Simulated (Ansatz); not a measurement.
# CH6BNO: small, medium and large basis sets

An exercise on one series of results from a longer session: the logs are not shown, and one member is left open.

The runs use Ansatz 0.2.0, Gaussian basis; one geometry, several basis sets.

The runs, in order: PBE0-D4/def2-SVP; ωB97M-V/def2-SVP; PBE0-D4/def2-QZVPP; ωB97M-V/def2-QZVPP; the functionals' def2-TZVPP values are taken from earlier runs.

**The relaxed structure**

An earlier PBE0-D4 in a triple-zeta def2 set relaxation fixed the geometry.

SMILES `NCBO`, 10 atoms, charge 0, spin multiplicity 1.

Atoms are counted from 1 here; the program's logs count them from 0.

Bond lengths: N1–C2 1.481 Å, N1–H5 1.013 Å, N1–H6 1.014 Å, C2–B3 1.567 Å, C2–H7 1.093 Å, C2–H8 1.093 Å, B3–O4 1.357 Å, B3–H9 1.208 Å, O4–H10 0.960 Å. Angles: C2–N1–H5 110.4°, C2–N1–H6 110.6°, H5–N1–H6 106.8°, N1–C2–B3 107.1°, N1–C2–H7 108.1°, N1–C2–H8 107.9°, B3–C2–H7 113.1°, B3–C2–H8 113.6°, H7–C2–H8 106.9°, C2–B3–O4 119.4°, C2–B3–H9 120.9°, O4–B3–H9 119.4°, B3–O4–H10 113.3°.

The first run:

Contents of in.yaml:

```yaml
crystal:
  periodic: [false, false, false]
  atoms:
    - {symbol: N, position_ang: [-1.414013, -0.250023, -0.623787]}
    - {symbol: C, position_ang: [-0.269685, -0.840125, 0.108160]}
    - {symbol: B, position_ang: [0.692954, 0.337564, 0.484256]}
    - {symbol: O, position_ang: [1.835406, 0.517590, -0.226142]}
    - {symbol: H, position_ang: [-1.090510, 0.234282, -1.453230]}
    - {symbol: H, position_ang: [-1.888645, 0.436993, -0.048894]}
    - {symbol: H, position_ang: [0.199117, -1.587188, -0.538103]}
    - {symbol: H, position_ang: [-0.665973, -1.375033, 0.975499]}
    - {symbol: H, position_ang: [0.378319, 1.154072, 1.316722]}
    - {symbol: H, position_ang: [2.306231, 1.320669, 0.008319]}
basis:
  gaussian: {orbitals: def2-SVP}
hamiltonian: {xc: pbe0, dispersion: d4}
output: {orbitals: {seedname: orbitals}}
```

Steps of the session up to this table: PBE0-D4 in def2-SVP; ωB97M-V in def2-SVP; PBE0-D4 in def2-QZVPP; ωB97M-V in def2-QZVPP.

One of the session's tables, all rows but one given; the rest of the session is left out.

It belongs to the step «Functionals by basis». 

```
functional       basis  HOMO (eV)  LUMO (eV)
   PBE0-D4    def2-SVP      -6.32       0.20
   PBE0-D4  def2-TZVPP      -6.59      -0.09
   PBE0-D4  def2-QZVPP      -6.64      -0.21
   ωB97M-V    def2-SVP      -8.65       2.26
   ωB97M-V  def2-TZVPP          ?          ?
   ωB97M-V  def2-QZVPP      -8.99       1.37
```

**Question.** Estimate the row for ωB97M-V, def2-TZVPP.

**Answer.** HOMO (eV): -8.94; LUMO (eV): 1.72. In the column «HOMO (eV)» it lies between ωB97M-V, def2-QZVPP (-8.99) and ωB97M-V, def2-SVP (-8.65).
